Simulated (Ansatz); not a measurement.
# LuPO4: a single-point run

Wanted: field gradients for LuPO4.

Method: DFT, PBE, plane-wave PAW, default files, scalar-relativistic, frozen cores, in Ansatz 0.2.0.

## 1. The starting structure

Symmetry: I4_1/amd, No. 141, tetragonal system. Conventional cell: a = 6.791 Å, b = 6.791 Å, c = 5.958 Å, α = 90.00°, β = 90.00°, γ = 90.00°. Around Lu (site symmetry -4m2) lie 8 O at 2.26 to 2.36 Å. P (site symmetry -4m2) has 4 O at 1.53 Å as nearest neighbours. O (site symmetry m) has 1 P at 1.53 Å as nearest neighbours.

Structure file:

```xyz
12
Lattice="-3.3957 3.3957 2.9792 3.3957 -3.3957 2.9792 3.3957 3.3957 -2.9792" Properties=species:S:1:pos:R:3 pbc="T T T"
Lu    0.0000    3.3957    1.4896
Lu    0.0000    0.0000    0.0000
P     0.0000    0.0000    2.9792
P     3.3957    0.0000    1.4896
O     0.0000    1.2055    2.0318
O     2.1902    0.0000    0.5422
O     3.3957    2.1902   -0.9474
O     4.6012    0.0000    0.5422
O     3.3957   -1.2055    2.4370
O     2.1902    3.3957    0.9474
O     3.3957    1.2055    2.4370
O     1.2055    0.0000    3.9267
```

## 2. Running it

input.yaml reads:

```yaml
crystal:
  lattice:
    - [-3.3957, 3.3957, 2.97925]
    - [3.3957, -3.3957, 2.97925]
    - [3.3957, 3.3957, -2.97925]
  atoms:
    - { symbol: Lu, position: [0.75, 0.25, 0.5] }
    - { symbol: Lu, position: [0.0, 0.0, 0.0] }
    - { symbol: P, position: [0.5, 0.5, 0.0] }
    - { symbol: P, position: [0.25, 0.75, 0.5] }
    - { symbol: O, position: [0.5185, 0.341, 0.1775] }
    - { symbol: O, position: [0.091, 0.4135, 0.3225] }
    - { symbol: O, position: [0.1635, 0.341, 0.8225] }
    - { symbol: O, position: [0.091, 0.7685, 0.6775] }
    - { symbol: O, position: [0.2315, 0.909, 0.3225] }
    - { symbol: O, position: [0.659, 0.4815, 0.8225] }
    - { symbol: O, position: [0.5865, 0.909, 0.6775] }
    - { symbol: O, position: [0.659, 0.8365, 0.1775] }
kpoints:
  mp_grid: { grid: [6, 6, 6] }
scf:
  occupations: { method: fermi_dirac, width: 0.02 }
  max_iter: 80
hamiltonian:
  xc: pbe
  pseudopotentials: { kind: paw, frozen_core: stored }
output:
  forces: true
  stress: true
  populations: true
  efg: { quadrupole_moments_barn: { Lu: 3.49, O: -0.02558 } }
basis:
  ecutrho_ratio: 2
```

Run with:

```sh
> ansatz run input.yaml --threads 1 --pin off --max-ram 3072MiB --backend cpu --events-out ev --progress --plain --runs-dir out
```

What happens when this is run?

This run ends as converged, with warnings (cutoff below recommended, gradients without spin orbit). Its log warns: «basis.ecutrho_ratio = 2 (ecutrho = 840 eV) is below the records' recommended 1680 eV»

The suspect setting: basis.ecutrho_ratio is 2. The density grid can't hold the products of the orbitals.

To check: delete basis.ecutrho_ratio (the default then holds).
